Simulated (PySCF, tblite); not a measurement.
# C7H6F radical: geometry, infrared bands and EPR parameters

Wanted: the infrared bands and EPR parameters of C7H6F radical (`C#C[C]1C[C@@]12C[C@H]2F`), by calculation.

The runs use tblite 0.8.0 and PySCF 2.14.0, with density-fitted response routines of our own; the level of theory stands in each step. All values are computed, except where a source is named. Atoms are numbered from 0 throughout.

**1. The molecule as given**

14 atoms, charge 0, multiplicity 2; geometry from: force field or distance geometry start.

Bonds of the start (Å): C0–C1 1.23, C1–C2 1.47, C2–C3 1.52, C3–C4 1.42, C4–C5 1.38, C5–C6 1.53, C6–F7 1.40, C4–C2 1.46, C6–C4 1.46, C0–H8 1.06, C3–H9 1.12, C3–H10 1.09, C5–H11 1.11, C5–H12 1.13, C6–H13 1.09.

**2. Optimising the geometry with GFN2-xTB**

What the job is given:

```
{"job": {"kind": "relax", "xc": "GFN2-xTB", "basis": "xTB"}, "charge": 0, "multiplicity": 2}
C      2.538400    -0.394000    -1.230900
C      1.372900    -0.016100    -1.257100
C     -0.024900     0.436300    -1.241600
C     -0.427800     1.551300    -0.284100
C     -0.715200     0.189000     0.016600
C     -1.640500    -0.663400     0.582800
C     -0.179300    -0.732100     1.018700
F      0.606700    -1.750600     0.465100
H      3.545500    -0.708700    -1.207700
H     -1.259700     2.214600    -0.640500
H      0.342100     2.087200     0.280600
H     -2.026100    -1.570700     0.075100
H     -2.296600    -0.364300     1.453000
H      0.164100    -0.279100     1.948000
```

Started as:

```sh
OMP_NUM_THREADS=1 python probes_run.py task.json out
```

The driver reads the jobs from task.json and runs them one after another.

**Question.** This job is followed by: GFN2-xTB harmonic vibrations, gas phase; UKS B3LYP, pcH-1 on C F H, non-relativistic, mean-field spin-orbit, GIAO. Predict these results of the whole session: strongest single infrared mode (GFN2-xTB); zero-point energy (GFN2-xTB); g(iso) (B3LYP); ⟨S²⟩; largest a(iso); potential on the surface of density 0.002 e/bohr³, 1st and 99th percentile.

**Answer**, as computed:

```
                                                                  quantity                value
                                 strongest single infrared mode (GFN2-xTB)  990 cm⁻¹, 55 km/mol
                                              zero-point energy (GFN2-xTB)        62.8 kcal/mol
                                                            g(iso) (B3LYP)              2.00286
                                                                      ⟨S²⟩   0.768 (exact 0.75)
                                                            largest a(iso)  13C on C2, 69.2 MHz
potential on the surface of density 0.002 e/bohr³, 1st and 99th percentile   -1.05 V and 1.32 V
```

What this shows: Relaxing lowered the energy by 1.417 eV in 84 steps; the close pair that moved most is C1–C2, from 1.469 to 1.337 Å. All 36 modes are real, so the xTB geometry is a minimum. The strongest single mode, at 990 cm⁻¹, is spread over many atoms; the largest shares are those of C6, H13. Unscaled tight-binding wavenumbers are off by several per cent, some by more. Its intensities can rank the bands wrongly. The largest spin populations lie on C2 (0.67 e), C0 (0.55 e). The isotropic g lies 0.5 ppt above the free-electron value. The conformer search found further structures of the same energy, which may be mirror or relabelled copies of this one.
